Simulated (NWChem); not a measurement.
# One shape, several levels: GeH4O2 (SMILES [OH][GeH2][OH])

Aim: a comparison of 5 runs (HF/STO-3G, HF/3-21G, B3LYP/6-31G*, M06-2X/cc-pVDZ) of GeH4O2. 

The calculation is run with NWChem 7.3.0.

5 further runs of the same task are left out: 3 that didn't finish, 2 set aside as unsound or not needed.

## 1. The system as given

GeH4O2 has 7 atoms, charge 0, and is taken as a singlet. SMILES: `[OH][GeH2][OH]`. The shape is that of a PBE0-D4/def2-TZVP optimisation. This is one conformer, not always the lowest.

Bond lengths: O1–Ge2 1.776 Å, Ge2–O3 1.773 Å, O1–H4 0.959 Å, Ge2–H5 1.543 Å, Ge2–H6 1.525 Å, O3–H7 0.959 Å. Angles: O1–Ge2–O3 110.8°, O1–Ge2–H5 108.6°, O1–Ge2–H6 106.6°, O3–Ge2–H5 109.7°, O3–Ge2–H6 104.9°, Ge2–O1–H4 113.3°, Ge2–O3–H7 113.6°, H5–Ge2–H6 116.1°.

## 2. Energy and forces at HF/STO-3G (run 1)

input.xyz

```xyz
7
GeH4O2
O     -1.491300    -0.416000    -0.173900
Ge     0.023500     0.377000     0.305300
O      1.347400    -0.798900     0.400600
H     -1.634900    -0.418700    -1.122100
H      0.363400     1.460500    -0.739100
H     -0.172500     0.863100     1.737300
H      1.625600    -1.135200    -0.453800
```

run.py

```python
from ase.io import read
from ase.calculators.nwchem import NWChem

mol = read('input.xyz')

calc = NWChem(
    label='input',
    theory='scf',
    memory='2200 mb',
    basis='STO-3G',
    basispar='spherical bse',
    scf={'nopen': '0', 'rhf': None, 'thresh': '1e-08', 'maxiter': '80'},
)
mol.calc = calc

forces = mol.get_forces()
print(f"energy = {mol.get_potential_energy():.6f} eV")
print("forces (eV/A):")
for s, f in zip(mol.symbols, forces):
    print(f"{s:2s} {f[0]:10.5f} {f[1]:10.5f} {f[2]:10.5f}")
print("dipole (e A):", mol.get_dipole_moment().round(4))
```

Started as:

```sh
export ASE_NWCHEM_COMMAND="nwchem PREFIX.nwi > PREFIX.nwo"
python run.py
```

Log:

```text
energy = -59913.271221 eV
forces (eV/A):
O     1.07390    0.33532    2.36649
Ge    0.06130    0.17519   -0.48805
O    -1.29866    1.26138    1.79988
H     0.18085    0.18327   -1.68993
H    -0.39405   -1.19906    1.43339
H     0.24688   -0.43889   -1.75977
H     0.12984   -0.31722   -1.66201
dipole (e A): [ 0.0689  0.2302 -0.4314]
```

The calculator wrote input.nwi:

```
title "input"

permanent_dir input

scratch_dir input

start input

geometry units angstrom nocenter noautosym noautoz
  O  -1.4913000000000001e+00 -4.1599999999999998e-01 -1.7390000000000000e-01
  Ge 2.3500000000000000e-02 3.7700000000000000e-01 3.0530000000000002e-01
  O  1.3473999999999999e+00 -7.9890000000000005e-01 4.0060000000000001e-01
  H  -1.6349000000000000e+00 -4.1870000000000002e-01 -1.1221000000000001e+00
  H  3.6340000000000000e-01 1.4604999999999999e+00 -7.3909999999999998e-01
  H  -1.7249999999999999e-01 8.6309999999999998e-01 1.7373000000000001e+00
  H  1.6255999999999999e+00 -1.1352000000000000e+00 -4.5379999999999998e-01
end

memory 2200 mb

basis spherical bse noprint
   * library STO-3G
end

scf
  nopen 0
  rhf
  thresh 1e-08
  maxiter 80
end

task scf gradient
```

input.nwo:

```text
Northwest Computational Chemistry Package (NWChem) 7.3.0
             --------------------------------------------------------

           Job information
           ---------------

    nwchem branch   = 7.3.0
    use scalapack   = T
    input           = input.nwi
    prefix          = input.
    data base       = input/input.db
    status          = startup
    nproc           =        1

           Memory information
           ------------------

[... 5 lines left out ...]
    hardfail = no
[... 134 lines left out ...]
         Quadratically convergent ROHF
[... 14 lines left out ...]
       Final RHF  results
[... 4 lines left out ...]
      Two-electron energy =   1106.105574580825
[... 41 lines left out ...]
                       ROHF Final Molecular Orbital Analysis
[... 220 lines left out ...]
                 ----------------------------------------
                 |  Time  |  1-e(secs)   |  2-e(secs)   |
                 ----------------------------------------
                 |  CPU   |       0.00   |       0.29   |
                 ----------------------------------------
                 |  WALL  |       0.00   |       0.29   |
                 ----------------------------------------

 Task  times  cpu:        1.6s     wall:        1.6s
 Total times  cpu:        1.6s     wall:        1.6s
```

Wall time 2.6 s (1 thread of Intel Xeon 6975P-C (Granite Rapids), shared host); peak memory 0.094 GiB.

## 3. Energy and forces at HF/3-21G (run 2)

struct.nw

```
START struct
memory stack 880 mb heap 220 mb global 1100 mb

GEOMETRY units au noautosym nocenter noautoz
 O  -2.81814857 -0.78612607 -0.32862337
 Ge  0.04440856  0.71242675  0.57693339
 O   2.54621698 -1.50970220  0.75702429
 H  -3.08951324 -0.79122833 -2.12046168
 H   0.68672647  2.75994501 -1.39669658
 H  -0.32597776  1.63102262  3.28302120
 H   3.07193879 -2.14521710 -0.85755772
END

BASIS spherical bse
 * library 3-21G
END

SCF
 thresh 1e-08
 maxiter 80
 print medium
END

TASK scf gradient
```

Started as:

```sh
nwchem struct.nw > struct.out
```

Log:

```text
[...]
  functions       =    48
[...]
  wavefunction    = RHF
[...]
         Total SCF energy =  -2216.606243187054
      One-electron energy =  -3529.933130210304
      Two-electron energy =   1093.647387424744
 Nuclear repulsion energy =    219.679499598505
        Time for solution =      1.7s
[...]
                         RHF ENERGY GRADIENTS
    atom               coordinates                        gradient
                 x          y          z           x          y          z
   1 O      -2.818149  -0.786126  -0.328623   -0.027850  -0.015808  -0.002923
   2 Ge      0.044409   0.712427   0.576933    0.004551   0.023550  -0.016624
   3 O       2.546217  -1.509702   0.757024    0.022443  -0.021223   0.007734
   4 H      -3.089513  -0.791228  -2.120462    0.011227   0.005827   0.006835
   5 H       0.686726   2.759945  -1.396697    0.000748   0.000223  -0.000949
   6 H      -0.325978   1.631023   3.283021   -0.000836  -0.002531   0.004014
   7 H       3.071939  -2.145217  -0.857558   -0.010284   0.009962   0.001914
[...]
```

Run time: 2.8 s. Hardware: 1 thread of Intel Xeon 6975P-C (Granite Rapids), shared host; peak memory 0.096 GiB.

Runs 3 to 4 aren't shown in full; the table further down has their settings and results.

## 4. Energy and gradient at B3LYP/6-31G(d) (Cartesian functions) (run 5)

input.nw

```
start input
memory total 2200 mb
charge 0

geometry noautosym nocenter noautoz
 O     -1.491300    -0.416000    -0.173900
 Ge     0.023500     0.377000     0.305300
 O      1.347400    -0.798900     0.400600
 H     -1.634900    -0.418700    -1.122100
 H      0.363400     1.460500    -0.739100
 H     -0.172500     0.863100     1.737300
 H      1.625600    -1.135200    -0.453800
end

basis
 * library 6-31G*
end

dft
 xc b3lyp
 grid xfine
 convergence energy 1e-08
 iterations 100
 mulliken
end

task dft gradient
```

Started as:

```sh
nwchem input.nw > input.out
```

Log:

```text
[...]
          Wavefunction type:  closed shell.
          No. of atoms     :     7
          No. of electrons :    52
[...]
          Charge           :     0
          Spin multiplicity:     1
[...]
          AO basis - number of functions:    73
[...]
              XC Information
              --------------
                         B3LYP Method XC Potential
                     Hartree-Fock (Exact) Exchange  0.200
                        Slater Exchange Functional  0.800 local
                    Becke 1988 Exchange Functional  0.720 non-local
              Lee-Yang-Parr Correlation Functional  0.810
                  VWN I RPA Correlation Functional  0.190 local
[...]
 d= 0,ls=0.0,diis     1  -2229.5341515046 -2.45D+03  2.18D-02  1.70D+00     2.5
[...]
 d= 0,ls=0.0,diis    10  -2229.6374175171 -1.42D-09  2.51D-07  1.26D-09    17.9
         Total DFT energy =    -2229.637417517101
      One electron energy =    -3541.431236129972
           Coulomb energy =     1189.901594607478
    Exchange-Corr. energy =      -97.787291501133
 Nuclear repulsion energy =      219.679515506525
[...]
      Total Density - Mulliken Population Analysis
     ---------------------------------------------
    Atom       Charge   Shell Charges
 -----------   ------   -------------------------------------------------------
    1 O    8     8.69   1.99  0.91  2.91  0.94  1.90  0.04
    2 Ge  32    31.47   2.00  1.99  6.00  1.93  5.99  1.28  1.84  0.09  0.21  6.94  2.95  0.26
    3 O    8     8.69   1.99  0.91  2.91  0.94  1.90  0.04
    4 H    1     0.59   0.48  0.11
    5 H    1     1.01   0.49  0.51
    6 H    1     0.96   0.49  0.47
    7 H    1     0.59   0.48  0.11
[...]
  wavefunction    = closed shell
[...]
```

Run time: 23 s. Hardware: 1 thread of Intel Xeon 6975P-C (Granite Rapids), shared host; peak memory 0.14 GiB.

## 5. All runs side by side

```tsv
run	level	iteration cap	module	energy (Eh)	dipole moment (D)	HOMO energy (eV)	LUMO energy (eV)	wall time
1	HF/STO-3G	80	scf	-2201.772125	2.37	-9.03	11.72	2.6 s
2	HF/3-21G	80	scf	-2216.606243	3.56	-12.31	4.73	2.8 s
3	B3LYP/6-31G* (spherical functions)	100	dft	-2229.628285	–	–	–	22 s
4	M06-2X/cc-pVDZ	100	dft	-2229.813166	–	–	–	61 s
5	B3LYP/6-31G* (Cartesian functions)	100	dft	-2229.637418	2.81	-8.10	0.36	23 s
```

## 6. Outcome

| quantity | value |
| --- | --- |
| run 5: total energy | -2229.63742 Eh |
| run 5: dipole moment | 2.81 D |
| run 5: HOMO energy | -8.10 eV |
| run 5: LUMO energy | 0.36 eV |
| run 5: HOMO–LUMO gap | 8.46 eV |
| run 5: largest force on an atom | 0.642 eV/Å |

In words: Over runs 1, 2, 5 the dipole moment (its size) runs from 2.37 D (HF/STO-3G) to 3.56 D (HF/3-21G). Over runs 1, 2, 5 the HOMO–LUMO gap runs from 8.46 eV (B3LYP/6-31G*) to 20.76 eV (HF/STO-3G). The two ends differ in method and basis. Totals of different functionals can't be ranked against each other. In run 1 the basis is minimal, so the values are rough. All runs together took 1.8 min, the longest 61 s.
